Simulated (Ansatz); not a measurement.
What does this script print? It uses Ansatz's Python interface.

`brhssi_dimer.py`:
```python
'''Binding of a BrHSSi dimer at a trial geometry.'''

import ansatz as az
import numpy as np

BASIS = 'def2-SVP'
XC = 'r2SCAN'

FIRST = [
    ('S', (-0.1885, 0.9899, -0.6086)),
    ('Si', (-0.1923, -0.8395, 0.4266)),
    ('Br', (1.8443, -1.1849, 1.1274)),
    ('H', (-1.4636, 1.0346, -0.9455)),
]
SECOND = [
    ('S', (0.3781, -4.91, 0.0536)),
    ('Si', (0.3301, -3.8727, -1.774)),
    ('Br', (-1.3325, -4.6843, -2.9294)),
    ('H', (1.4111, -4.3014, 0.6048)),
]

def energy(atoms, ghosts=()):
    molecule = az.Crystal.molecule()
    for symbol, xyz in atoms:
        molecule = molecule.atom(symbol, xyz)
    calc = molecule.calculation().basis(gaussian=BASIS).functional(XC)
    deck = calc.input()
    if ghosts:
        deck = deck.set(az.key.basis.gaussian.ghost_atoms, [{'symbol': s, 'position_ang': list(xyz)} for s, xyz in ghosts])
    return az.Session.from_dict(deck).plan().execute().report['free_energy_ev']


def main() -> None:
    # monomers in their own basis and in the basis of the dimer
    direction = np.array([0.0431, -0.9741, -0.2218])
    print('shift (A)   counterpoise-corrected interaction (eV)')
    for shift in (-0.3, 0.0, 0.4, 1.0, 2.0):
        moved = [(s, tuple(np.round(np.array(xyz) + shift * direction, 4))) for s, xyz in SECOND]
        gain = energy(FIRST + moved) - energy(FIRST, moved) - energy(moved, FIRST)
        print(f'{shift:8.2f} {gain:14.3f}')


if __name__ == '__main__':
    main()
```

Running `python brhssi_dimer.py` prints:
```text
shift (A)   counterpoise-corrected interaction (eV)
   -0.30         -0.132
    0.00         -0.119
    0.40         -0.082
    1.00         -0.038
    2.00         -0.010
```

Reading the output:
- The dimer is a generated trial pose of unrelaxed monomers, not a minimum, so the figure is no binding energy, and the basis set is small.
- This level lacks the dispersion part of the attraction (electrostatics and induction are there), which can decide the sign where the interaction is weak.
- Run time: 86 s on 1 thread of Intel(R) Xeon(R) 6975P-C (Granite Rapids), with other jobs on the host, peak memory 0.32 GiB.

(Lines on the test bed's own set-up are left out of the output.)
